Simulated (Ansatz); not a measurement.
# GaH8PSi: the cost of one run

All numbers below are computed with Ansatz 0.2.0 (RKS PBE0-D4/def2-SVP).

### 1 The structure to begin with

Bond lengths: Ga1–Si2 2.729 Å, Ga1–H3 1.591 Å, Ga1–H4 1.600 Å, Ga1–P6 2.670 Å, Si2–H7 1.472 Å, Si2–H8 1.470 Å, Si2–H9 1.501 Å, P6–H10 1.399 Å, P6–H11 1.412 Å. Angles (14 of 15 angles, heavy atoms first): Si2–Ga1–P6 80.6°, Ga1–Si2–H7 105.6°, Ga1–Si2–H8 145.2°, Ga1–Si2–H9 65.6°, Si2–Ga1–H3 99.7°, Si2–Ga1–H4 109.4°, H3–Ga1–P6 127.6°, H4–Ga1–P6 117.3°, Ga1–P6–H10 85.3°, Ga1–P6–H11 118.0°, H7–Si2–H8 109.2°, H7–Si2–H9 105.3°, H8–Si2–H9 103.0°, H3–Ga1–H4 111.9°.

Structure file:

```xyz
11

Ga   -0.6021   -0.8917   -0.8960
Si    1.2675   -0.3286    1.0100
H     0.2812   -1.7662   -1.8884
H    -1.7866   -1.7452   -0.2422
H     0.4277    1.2147    0.3723
P    -0.8299    1.7682   -0.8329
H     2.5676   -0.4036    0.3230
H     1.4883   -0.0245    2.4307
H     0.7535   -1.7387    1.0429
H    -1.6897    1.5539    0.2503
H    -1.8774    2.3618   -1.5697
```

### 2 A restrained relaxation towards end A

Springs on the bonds that form and break draw the guess towards this end; the thresholds are loose.

input.yaml reads:

```yaml
crystal:
  periodic: [false, false, false]
  atoms:
    - { symbol: Ga, position_ang: [-0.6021, -0.8917, -0.896] }
    - { symbol: Si, position_ang: [1.2675, -0.3286, 1.01] }
    - { symbol: H, position_ang: [0.2812, -1.7662, -1.8884] }
    - { symbol: H, position_ang: [-1.7866, -1.7452, -0.2422] }
    - { symbol: H, position_ang: [0.4277, 1.2147, 0.3723] }
    - { symbol: P, position_ang: [-0.8299, 1.7682, -0.8329] }
    - { symbol: H, position_ang: [2.5676, -0.4036, 0.323] }
    - { symbol: H, position_ang: [1.4883, -0.0245, 2.4307] }
    - { symbol: H, position_ang: [0.7535, -1.7387, 1.0429] }
    - { symbol: H, position_ang: [-1.6897, 1.5539, 0.2503] }
    - { symbol: H, position_ang: [-1.8774, 2.3618, -1.5697] }
basis:
  gaussian: { orbitals: def2-SVP }
hamiltonian:
  xc: pbe0
  dispersion: d4
relax:
  f_tol: 0.15
  max_steps: 25
  restrain:
    - { distance: [0, 5], at: 3.59, k: 30.0 }
    - { distance: [4, 1], at: 2.72, k: 30.0 }
    - { distance: [0, 1], at: 2.33, k: 30.0 }
    - { distance: [4, 5], at: 1.38, k: 30.0 }
```

The run is started by

```
$ ansatz run input.yaml --threads 2 --pin off --max-ram 3072MiB --backend cpu --events-out ev --progress --plain --runs-dir out
```

Q: Estimate wall time and peak memory on 2 threads of Intel Xeon Platinum 8488C (Sapphire Rapids), shared host.

About 58 s, with a peak of 0.28 GiB.
